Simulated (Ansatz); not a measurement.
# AlO3: the cost of one run

Program: Ansatz 0.2.0. Level of theory: DFT PBE, scalar-relativistic, plane waves, PAW. These are calculated values, not measurements.

## (1) The structure to begin with

Symmetry: R-3m, No. 166, trigonal system. The conventional cell has a = 5.763 Å, b = 5.763 Å, c = 4.742 Å, α = 90.00°, β = 90.00°, γ = 120.00°. Al (site symmetry -3m) has 6 O at 1.84 Å as nearest neighbours. Around O (site symmetry 2/m) lie 2 Al at 1.84 Å.

Coordinates:

```
CELL_PARAMETERS angstrom
2.88140 1.66358 1.58083
-2.88140 1.66358 1.58083
0.00000 -3.32716 1.58083
ATOMIC_POSITIONS crystal
Al 0.00000 0.00000 0.00000
O 0.50000 0.00000 0.00000
O 0.00000 0.50000 0.00000
O 0.00000 0.00000 0.50000
```

The cell was relaxed beforehand at this level, starting from a generated guess, and another structure or a mixture of phases may lie lower. At a tolerance of 0.05 Å it has space group R-3m (No. 166); it has 11.37 Å³/atom, an uncorrected energy of -1.01 eV/atom over the elements.

## (2) Bands, states and charges

File input.yaml:

```yaml
crystal:
  lattice:
    - [2.8814017372, 1.6635780686, 1.580826863]
    - [-2.8814017372, 1.6635780686, 1.580826863]
    - [0.0, -3.3271561373, 1.5808268629]
  atoms:
    - { symbol: Al, position: [0.0, 0.0, 0.0] }
    - { symbol: O, position: [0.5, 0.0, 0.0] }
    - { symbol: O, position: [0.0, 0.5, 0.0] }
    - { symbol: O, position: [0.0, 0.0, 0.5] }
basis:
  ecutwfc: 420
kpoints:
  mp_grid: { grid: [15, 15, 15] }
  band_path:
    path:
      - [[0.0, 0.0, 0.0], [0.5, 0.0, 0.0], [0.5, -0.5, 0.5], [0.31716476, -0.68283524, 0.31716476]]
      - [[0.31716476, 0.31716476, 0.31716476], [0.0, 0.0, 0.0], [0.5, -0.5, 0.0]]
    npoints: 14
hamiltonian:
  xc: pbe
scf:
  occupations: { method: gaussian, width: 0.1 }
  n_extra_bands: 10
output:
  forces: true
  stress: true
  eigenvalues: true
  populations: true
  dos: { projected: true, de: 0.02, nscf_kmesh: { grid: [18, 18, 18] } }
  bader: true
  write_density: true
  write_potential: true
  elf: true
  volumetric_format: npy
```

The run is started by

```
> ansatz run input.yaml --threads 1 --pin off --max-ram 2048MiB --backend cpu --events-out ev --progress --plain --runs-dir out
```

What time and memory should one allow on 1 thread of AMD EPYC 9R45 (Zen 5), shared host?

About 35 s, with a peak of 0.64 GiB.
